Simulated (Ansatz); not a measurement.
# YVO4: the cost of one run

Program: Ansatz 0.2.0. Level of theory: DFT r2SCAN, scalar-relativistic, plane waves, PAW. These are calculated values, not measurements.

## (1) Starting point

It takes space group I4_1/amd (No. 141, tetragonal). The conventional cell has a = 7.100 Å, b = 7.100 Å, c = 6.270 Å, α = 90.00°, β = 90.00°, γ = 90.00°. Y (site symmetry -4m2) has 8 O at 2.29 to 2.58 Å in its first shell of neighbours. V (site symmetry -4m2) is surrounded by 4 O at 1.64 Å. Around O (site symmetry m) lie 1 V at 1.64 Å and 1 Y at 2.29 Å.

As a file:

```
CELL_PARAMETERS angstrom
-3.55000 3.55000 3.13500
3.55000 -3.55000 3.13500
3.55000 3.55000 -3.13500
ATOMIC_POSITIONS crystal
Y 0.00000 0.00000 0.00000
Y 0.75000 0.25000 0.50000
V 0.50000 0.50000 0.00000
V 0.25000 0.75000 0.50000
O 0.54000 0.35000 0.19000
O 0.10000 0.41000 0.31000
O 0.16000 0.35000 0.81000
O 0.10000 0.79000 0.69000
O 0.21000 0.90000 0.31000
O 0.65000 0.46000 0.81000
O 0.59000 0.90000 0.69000
O 0.65000 0.84000 0.19000
```

The structure rests on an entry of the Crystallography Open Database; cell or positions may have been set otherwise for this series.

## (2) Relaxing cell and atoms: YVO4, no spin

input.yaml reads:

```yaml
crystal:
  lattice:
    - [-3.55, 3.55, 3.135]
    - [3.55, -3.55, 3.135]
    - [3.55, 3.55, -3.135]
  atoms:
    - { symbol: "Y", position: [0.0, 0.0, 0.0] }
    - { symbol: "Y", position: [0.75, 0.25, 0.5] }
    - { symbol: V, position: [0.5, 0.5, 0.0] }
    - { symbol: V, position: [0.25, 0.75, 0.5] }
    - { symbol: O, position: [0.54, 0.35, 0.19] }
    - { symbol: O, position: [0.1, 0.41, 0.31] }
    - { symbol: O, position: [0.16, 0.35, 0.81] }
    - { symbol: O, position: [0.1, 0.79, 0.69] }
    - { symbol: O, position: [0.21, 0.9, 0.31] }
    - { symbol: O, position: [0.65, 0.46, 0.81] }
    - { symbol: O, position: [0.59, 0.9, 0.69] }
    - { symbol: O, position: [0.65, 0.84, 0.19] }
scf:
  occupations: { method: fixed }
output:
  forces: true
  stress: true
  eigenvalues: true
  write_density: true
  write_potential: true
  elf: true
  volumetric_format: npy
hamiltonian:
  xc: r2scan
basis:
  ecutwfc: 600
kpoints:
  mp_grid: { grid: [4, 4, 4] }
relax:
  f_tol: 0.003
  max_steps: 80
  cell: { stress_tol: 0.05 }
```

Run with:

```sh
ansatz run input.yaml --threads 16 --pin off --max-ram 24576MiB --backend cpu --events-out ev --progress --plain --runs-dir out
```

**Question.** How long does this run take on 16 threads of Intel Xeon Platinum 8375C at 2.90GHz (Ice Lake), shared host, and how much memory does it need?

About 22 s, with a peak of 1.8 GiB.
